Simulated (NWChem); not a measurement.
**One shape, several levels: SnSiH5O (SMILES [SiH3][O][SnH2])**

Aim: a comparison of 3 runs (UHF/STO-3G, UHF/3-21G, UM06-2X/def2-SVPD) of SnSiH5O. 

The calculation is run with NWChem 7.3.0.

44 further runs of the same task are left out: 44 set aside as unsound or not needed.

## 1. The molecule

SnSiH5O: 8 atoms, total charge 0, spin state doublet. As SMILES, `[SiH3][O][SnH2]`. The Sn3–H8 distance was set to 2.249 Å, away from the relaxed value.

Bond lengths: Si1–O2 1.631 Å, O2–Sn3 1.970 Å, Si1–H4 1.493 Å, Si1–H5 1.487 Å, Si1–H6 1.489 Å, Sn3–H7 1.723 Å. Angles: Si1–O2–Sn3 136.4°, O2–Si1–H4 111.2°, O2–Si1–H5 109.2°, O2–Si1–H6 111.0°, O2–Sn3–H7 102.4°, H4–Si1–H5 108.7°, H4–Si1–H6 107.9°, H5–Si1–H6 108.8°.

## 2. A single-point energy at UHF/STO-3G (run 1)

h5osisn.nw

```
start h5osisn
title "H5OSiSn hf"
memory total 2200 mb

geometry units angstrom noautosym nocenter noautoz
   Si   -0.480150    1.450608   -0.232141
   O     0.844650    0.681708    0.327459
   Sn    1.214250   -0.956592    1.356659
   H    -1.620150    0.503208   -0.410141
   H    -0.166850    2.071908   -1.545941
   H    -0.915750    2.517808    0.710559
   H     2.923150   -1.113592    1.199159
   H     0.097400   -2.583700    0.279200
end

basis spherical bse
   * library STO-3G
end

scf
   nopen 1
   uhf
   thresh 1e-08
   maxiter 80
   print medium
end

task scf energy
```

On the command line:

```bash
nwchem h5osisn.nw > h5osisn.out
```

Output:

```text
[...]
  functions       =    46
[...]
  wavefunction    = UHF
[...]
         Total SCF energy =  -6325.564539263079
      One electron energy =  -9409.510525814596
      Two electron energy =   2755.089758814928
 Nuclear repulsion energy =    328.856227736589
                       Sz =      0.5000
                 Sz(Sz+1) =      0.7500
                      S^2 =      0.8822
[...]
```

It took 12 s on 1 thread of Intel Xeon Platinum 8488C (Sapphire Rapids), shared host; peak memory 0.098 GiB.

## 3. A single-point energy at UHF/3-21G (run 2)

nw.nw

```
START nw
TITLE "H5OSiSn"
memory total 2200 mb

GEOMETRY noautosym nocenter noautoz
  Si      -0.480150       1.450608      -0.232141
  O        0.844650       0.681708       0.327459
  Sn       1.214250      -0.956592       1.356659
  H       -1.620150       0.503208      -0.410141
  H       -0.166850       2.071908      -1.545941
  H       -0.915750       2.517808       0.710559
  H        2.923150      -1.113592       1.199159
  H        0.097400      -2.583700       0.279200
END

BASIS spherical bse
  * library 3-21G
END

SCF
  doublet
  uhf
  thresh 1e-08
  maxiter 80
  noprint "final vectors analysis"
END

TASK scf energy
```

On the command line:

```bash
nwchem nw.nw > nw.out
```

Output:

```text
[...]
  functions       =    63
[...]
  wavefunction    = UHF
[...]
         Total SCF energy =  -6361.003237597777
      One electron energy =  -9433.696432956211
      Two electron energy =   2743.836967621844
 Nuclear repulsion energy =    328.856227736589
                       Sz =      0.5000
                 Sz(Sz+1) =      0.7500
                      S^2 =      0.8389
[...]
```

Wall time 13 s (1 thread of Intel Xeon Platinum 8488C (Sapphire Rapids), shared host); peak memory 0.098 GiB.

## 4. The energy at UM06-2X/def2-SVPD (core potential) (run 3)

nw.nw

```
start nw
title "H5OSiSn M06-2X"
memory 2200 mb

geometry noautosym nocenter noautoz
  Si      -0.480150       1.450608      -0.232141
  O        0.844650       0.681708       0.327459
  Sn       1.214250      -0.956592       1.356659
  H       -1.620150       0.503208      -0.410141
  H       -0.166850       2.071908      -1.545941
  H       -0.915750       2.517808       0.710559
  H        2.923150      -1.113592       1.199159
  H        0.097400      -2.583700       0.279200
end

basis spherical bse
  Si library def2-SVPD
  O library def2-SVPD
  Sn library def2-SVPD
  H library def2-SVPD
end

ecp bse
  Sn library def2-SVPD
end

dft
  xc m06-2x
  mult 2
  grid fine
  convergence energy 1e-08
  iterations 100
  mulliken
end

task dft energy
```

On the command line:

```bash
nwchem nw.nw > nw.out
```

Output:

```text
[...]
          Wavefunction type:  spin polarized.
          No. of atoms     :     8
          No. of electrons :    49
[...]
          Charge           :     0
          Spin multiplicity:     2
[...]
          AO basis - number of functions:   119
[...]
              XC Information
              --------------
                       M06-2X Method XC Functional
                     Hartree-Fock (Exact) Exchange  0.540
                        M06-2X Exchange Functional  1.000
                      M06-2X Correlation Potential  1.000
[...]
 d= 0,ls=0.0,diis     1   -581.6361867625 -7.62D+02  8.28D-03  1.61D-01     6.7
[...]
 d= 0,ls=0.0,diis    14   -581.7184043768 -2.36D-09  2.08D-07  4.37D-11    87.1
[...]
         Total DFT energy =     -581.718404376796
      One electron energy =    -1243.137808664643
           Coulomb energy =      530.237523732870
    Exchange-Corr. energy =      -49.285700397933
 Nuclear repulsion energy =      180.467580952910
[...]
      Total Density - Mulliken Population Analysis
     ---------------------------------------------
    Atom       Charge   Shell Charges
 -----------   ------   -------------------------------------------------------
    1 Si  14    13.97   2.00  1.98  1.00  0.30 -0.02  5.93  1.24  1.11  0.31  0.11
    2 O    8     8.90   1.99  1.05  0.76  0.05  2.85  2.04  0.15  0.01  0.01
    3 Sn  22    21.27   0.42  1.60  1.07  0.34 -0.00  2.74  3.26  1.06  0.63  9.77  0.35  0.03
    4 H    1     0.93   0.75  0.18  0.01 -0.01
    5 H    1     0.90   0.75  0.16  0.01 -0.01
    6 H    1     0.91   0.75  0.17  0.01 -0.02
    7 H    1     1.04   0.69  0.34  0.01  0.00
    8 H    1     1.08   0.58  0.49  0.00  0.01
[...]
      <S2> =      0.7680 (Exact =     0.7500)
[...]
```

Run time: 88 s. Hardware: 1 thread of Intel Xeon Platinum 8488C (Sapphire Rapids), shared host; peak memory 0.12 GiB.

## 5. The series

| run | level | iteration cap | module | energy (Eh) | dipole moment (D) | HOMO energy (eV) | LUMO energy (eV) | wall time |
| --- | --- | --- | --- | --- | --- | --- | --- | --- |
| 1 | UHF/STO-3G | 80 | scf | -6325.564539 | 1.57 | -5.58 | 4.46 | 12 s |
| 2 | UHF/3-21G | 80 | scf | -6361.003238 | 2.06 | – | – | 13 s |
| 3 | UM06-2X/def2-SVPD (core potential) | 100 | dft | -581.718404 | 1.97 | -7.72 | -3.20 | 88 s |

## 6. Outcome

```
                                 quantity          value
                      run 3: total energy  -581.71840 Eh
                     run 3: dipole moment         1.97 D
run 3: HOMO energy (highest over α and β)       -7.72 eV
 run 3: LUMO energy (lowest over α and β)       -3.20 eV
                              run 3: ⟨S²⟩          0.768
```

**Reading.** The dipole moment (its size) runs from 1.57 D (UHF/STO-3G) to 2.06 D (UHF/3-21G). Some runs of one species differ in core potentials or relativity; totals across that change don't compare. In run 1 the basis is minimal, so the values are rough. In runs 1, 2 relativity is left out where basis or elements ask for it. Spin contamination of the reference: run 1 ⟨S²⟩ = 0.88. All runs together took 1.9 min, the longest 88 s.
